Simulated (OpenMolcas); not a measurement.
**Mn³⁺ among point charges: CASSCF and CASPT2 levels and susceptibility**

How does a field of 6 point charges split the states of Mn³⁺, and what χT follows?

Method: state-averaged CASSCF and CASPT2, spin-orbit coupling by RASSI with atomic mean-field integrals. Code: OpenMolcas 26.06.

### Step 1. Starting point

| Item | Value |
| --- | --- |
| Species | Mn³⁺ (manganese, Z = 25, 22 electrons) |
| Basis | ANO-RCC-VDZP [5s4p2d1f], 34 functions |
| Scalar Hamiltonian | DKH2, point nucleus |
| Inactive shells | 1s 2s 2p 3s 3p |
| Active space | 4 electrons in 5 orbitals (3d) |
| Some configurations of this space | 3d⁴ |
| Orbitals | optimised for each spin and parity, averaged over all roots |

The outer shells:

3d4
```
3d [↑ ][↑ ][↑ ][↑ ][  ]
```

The ion sits among 6 point charges of -2.2 e arranged as an octahedron (Oh), 1.96 Å from the ion.

Each step is its own input file, run in one work folder so that later steps find the files of earlier ones. Labels, J, g values, rates, χT and fits are worked out afterwards by a script from the matrices that RASSI stores. The input lists half of the charges; inversion (Group=XYZ) makes the rest.

### Step 2. Basis and integrals

Contents of a.inp:

```
&GATEWAY
Coord
1

Mn 0.0 0.0 0.0
Basis=ANO-RCC-VDZP
Group=XYZ
NoMove
AngMom=0.0 0.0 0.0
AMFI
XField
3 Angstrom 0
1.960000 0.000000 0.000000 -2.200000
0.000000 1.960000 0.000000 -2.200000
0.000000 0.000000 1.960000 -2.200000
&SEWARD
```

Run with:

```console
$ OMP_NUM_THREADS=1 MOLCAS_MEM=1689 MOLCAS_PROJECT=a pymolcas a.inp > a.log
```

### Step 3. Reference wave functions, quintets of even parity, 5 roots

Contents of a.inp:

```
&RASSCF
FileOrb=start.orb
Symmetry=1
Spin=5
nActEl=4 0 0
Inactive=3 6
Ras2=5 0
CIRoot=5 5 1
SDav=5
CIMx=300
Iter=120 100
PrWF=0.3
OrbListing=Nothing
MaxOrb=0
>>> COPY $Project.JobIph JOB001
```

start.orb holds the contracted functions of the basis, ordered by shell, or the orbitals of the step before.

### Step 4. CASSCF: triplets of even parity, 45 roots

Contents of a.inp:

```
&RASSCF
FileOrb=start.orb
Symmetry=1
Spin=3
nActEl=4 0 0
Inactive=3 6
Ras2=5 0
CIRoot=45 45 1
SDav=45
CIMx=300
Iter=120 100
PrWF=0.3
OrbListing=Nothing
MaxOrb=0
>>> COPY $Project.JobIph JOB002
```

### Step 5. Reference wave functions, singlets of even parity, 50 roots

Contents of a.inp:

```
&RASSCF
FileOrb=start.orb
Symmetry=1
Spin=1
nActEl=4 0 0
Inactive=3 6
Ras2=5 0
CIRoot=50 50 1
SDav=50
CIMx=300
Iter=120 100
PrWF=0.3
OrbListing=Nothing
MaxOrb=0
>>> COPY $Project.JobIph JOB003
```

### Step 6. State interaction with spin-orbit coupling

Contents of a.inp:

```
&RASSI
NrOfJobIphs=3 5 45 50
1 2 3 4 5
1 2 3 4 5 6 7 8 9 10 11 12 13 14 15 16 17 18 19 20 21 22 23 24 25 26 27
28 29 30 31 32 33 34 35 36 37 38 39 40 41 42 43 44 45
1 2 3 4 5 6 7 8 9 10 11 12 13 14 15 16 17 18 19 20 21 22 23 24 25 26 27
28 29 30 31 32 33 34 35 36 37 38 39 40 41 42 43 44 45 46 47 48 49 50
IphNames
JOB001
JOB002
JOB003
EJob
SpinOrbit
DIPRint=1.0
SOCoupling=1000.0
Subsets=2
Property=9
'ANGMOM' 1 'ANGMOM' 2 'ANGMOM' 3 'MLTPL  1' 1 'MLTPL  1' 2 'MLTPL  1' 3
'AMFI' 1 'AMFI' 2 'AMFI' 3
SOProperty=3
'ANGMOM' 1 'ANGMOM' 2 'ANGMOM' 3
```

### Step 7. CASPT2: IPEA 0.25, imaginary shift 0.1 (closed shells correlated: 3s 3p)

Contents of a.inp:

```
>>> COPY JOB001 $Project.JobIph
&CASPT2
Multistate=5 1 2 3 4 5
NoMult
Frozen=2 3
IPEA=0.25
Imaginary=0.1
MaxIter=60
WThr=0.0 0.3 0.05
PrWF=0.5
NoMix
>>> COPY JOB002 $Project.JobIph
&CASPT2
Multistate=45 1 2 3 4 5 6 7 8 9 10 11 12 13 14 15 16 17 18 19 20 21 22
23 24 25 26 27 28 29 30 31 32 33 34 35 36 37 38 39 40 41 42 43 44 45
NoMult
Frozen=2 3
IPEA=0.25
Imaginary=0.1
MaxIter=60
WThr=0.0 0.3 0.05
PrWF=0.5
NoMix
>>> COPY JOB003 $Project.JobIph
&CASPT2
Multistate=50 1 2 3 4 5 6 7 8 9 10 11 12 13 14 15 16 17 18 19 20 21 22
23 24 25 26 27 28 29 30 31 32 33 34 35 36 37 38 39 40 41 42 43 44 45 46
47 48 49 50
NoMult
Frozen=2 3
IPEA=0.25
Imaginary=0.1
MaxIter=60
WThr=0.0 0.3 0.05
PrWF=0.5
NoMix
```

(Steps that only read results are left out.)

What does the calculation give? Wanted: spin-free ground state; first state of the same spin within the active space; lowest level; next level.

As calculated:

| quantity | value |
| --- | --- |
| method | SS-CASPT2, IPEA 0.25, imaginary shift 0.1 (closed shells correlated: 3s 3p) |
| spin-free ground state | 5E, 2-fold in its orbital part |
| first state of the same spin within the active space | 5T2 at 4880 cm⁻¹ |
| lowest level | 1-fold A1 |
| next level | 17.9 cm⁻¹ |
| χT at 300 K | 2.82 cm³ K/mol |
| effective moment at 300 K | 4.75 μB |

Cost by method:

| method | time of its own steps | time with the reference |
| --- | --- | --- |
| A. CASSCF | 24 s | 24 s |
| B. SS-CASPT2, IPEA 0.25, imaginary shift 0.1, +3s 3p | 6.7 s | 31 s |

Times are of one thread on a shared host.

What this shows: The spin-free ground state (5E) comes to 100 % from free-ion D terms and keeps the highest spin of the shell. χT at 300 K is 2.82, against 3.01 cm³ K/mol for the spin alone; near agreement at one temperature doesn't show that the orbital moment is quenched. An active space of the d shell alone favours high spin; real ions in strong fields can be low spin. CASPT2 does not keep the components of a term degenerate, and the means are used. An orbital doublet at a regular site is open to a Jahn-Teller distortion, which this geometry leaves out. The field of point charges can differ much from that of real complexes. With metal d orbitals alone active, the gaps between spin states are rough; where two lie within a few thousand cm-1, their order is open. Point charges carry no covalency, so the field is a model and not that of real ligands.
